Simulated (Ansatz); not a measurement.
**GeH₄+ (doublet): from Hartree-Fock to the top rungs, cc-pVDZ**

How much of the correlation energy of GeH₄+ (doublet) does each wave-function method recover here?

Computed with Ansatz 0.2.0, Gaussian basis. Level: cc-pVDZ, core rule «outside noble gas», up to 14 orbitals frozen.

To be run: UHF; CCSD(T) on ROHF; CCSD(T) on UHF; BCCD(T) on ROHF; CISD; CCSDT(Q) on ROHF; CCSDT(Q) on UHF; CISDTQ; CCSDTQ on ROHF; CCSDTQ on UHF; CASSCF and MRCISD+Q, 7 electrons in 8 orbitals; CASSCF and MRCISD+Q(relaxed), 7 electrons in 8 orbitals; CASSCF and NEVPT2, 7 electrons in 8 orbitals; Full CI.

6 further runs of the same task are left out: 6 set aside as unsound or not needed.

## 1. The geometry

The geometry is a PBE0/def2-TZVP stationary point (not a proven minimum) of the parent state, kept for this charge and spin. No spin-orbit coupling is included. The filled d shell of Ge may be among the frozen orbitals whatever the setting's name suggests; the logs give the count.

5 atoms, charge 1, spin multiplicity 2.

Atoms are counted from 1 here; the program's logs count them from 0.

Bond lengths: Ge1–H2 1.534 Å, Ge1–H3 1.534 Å, Ge1–H4 1.534 Å, Ge1–H5 1.534 Å. Angles: H2–Ge1–H3 109.5°, H2–Ge1–H4 109.5°, H2–Ge1–H5 109.5°, H3–Ge1–H4 109.5°, H3–Ge1–H5 109.5°, H4–Ge1–H5 109.5°.

## 2. UHF

The input, in.yaml:

```yaml
crystal:
  periodic: [false, false, false]
  atoms:
    - {symbol: Ge, position_ang: [0.000000, 0.000000, 0.000000]}
    - {symbol: H, position_ang: [0.884324, 0.887199, 0.886047]}
    - {symbol: H, position_ang: [-0.887886, -0.884021, 0.885661]}
    - {symbol: H, position_ang: [-0.883825, 0.884513, -0.889224]}
    - {symbol: H, position_ang: [0.887387, -0.887691, -0.882484]}
basis:
  gaussian: {orbitals: cc-pVDZ}
total_charge: 1
magnetization: {spin_polarized: true, initial_magnetization: 1}
hamiltonian: {xc: hf}
output: {orbitals: {seedname: orbitals}}
```

On the command line:

```console
> ansatz run in.yaml --threads 1 --pin off --events-out ev --progress --plain --max-ram 2764MiB --backend cpu
```

After this run come: CCSD(T) on ROHF; CCSD(T) on UHF; BCCD(T) on ROHF; CISD; CCSDT(Q) on ROHF; CCSDT(Q) on UHF; CISDTQ; CCSDTQ on ROHF; CCSDTQ on UHF; CASSCF and MRCISD+Q, 7 electrons in 8 orbitals; CASSCF and MRCISD+Q(relaxed), 7 electrons in 8 orbitals; CASSCF and NEVPT2, 7 electrons in 8 orbitals; Full CI.

Before running them: what should the planned runs give, taken together? Wanted: FCI below the RHF energy; RMP2 from FCI; UMP2 from FCI; RCCSD from FCI; RCCSD(T) from FCI; UCCSD(T) from FCI; RCCSDT(Q) from FCI; UCCSDT(Q) from FCI; NEVPT2 valence from FCI.

The runs gave:

```
                          quantity                                                                                                                                     value
          FCI below the RHF energy                                                                                                                                -3.3660 eV
                     RMP2 from FCI                                                                                                                                +884.2 meV
                     UMP2 from FCI                                                                                                                                +923.6 meV
                    RCCSD from FCI                                                                                                                                 +96.8 meV
                 RCCSD(T) from FCI                                                                                                                                 +22.5 meV
                 UCCSD(T) from FCI                                                                                                                                 +20.8 meV
                RCCSDT(Q) from FCI                                                                                                                                  -0.1 meV
                UCCSDT(Q) from FCI                                                                                                                                  -2.3 meV
           NEVPT2 valence from FCI                                                                                                                                +489.0 meV
         MRCISD+Q valence from FCI                                                                                                                                  +6.0 meV
MRCISD+Q(relaxed) valence from FCI                                                                                                                                 -16.5 meV
 levels within 1 kcal/mol (43 meV)  RCCSD(T), UCCSD(T), BCCD(T), RCCSDT, UCCSDT, CISDTQ, RCCSDT(Q), UCCSDT(Q), RCCSDTQ, UCCSDTQ, MRCISD+Q valence, MRCISD+Q(relaxed) valence
                     T1 diagnostic                                                                                                                                     0.027
    effectively unpaired electrons                                                                                                                                      1.05
```

What this shows: RCCSD(T) misses by +22.5 meV, 0.7 % of the correlation energy. UCCSDT(Q), UCCSDTQ, MRCISD+Q(relaxed) valence fall below full CI: unrestricted runs freeze a spin-polarised core, another one than full CI's, and coupled cluster isn't variational. One determinant dominates. Of the multireference levels listed MRCISD+Q valence comes nearest in total energy (+6.0 meV), which doesn't show that its space is the better one. Coupled cluster took another determinant than the lowest Hartree-Fock one. These misses are within one basis, not against nature; the frozen cores of restricted and unrestricted runs differ, which can shift their rows.
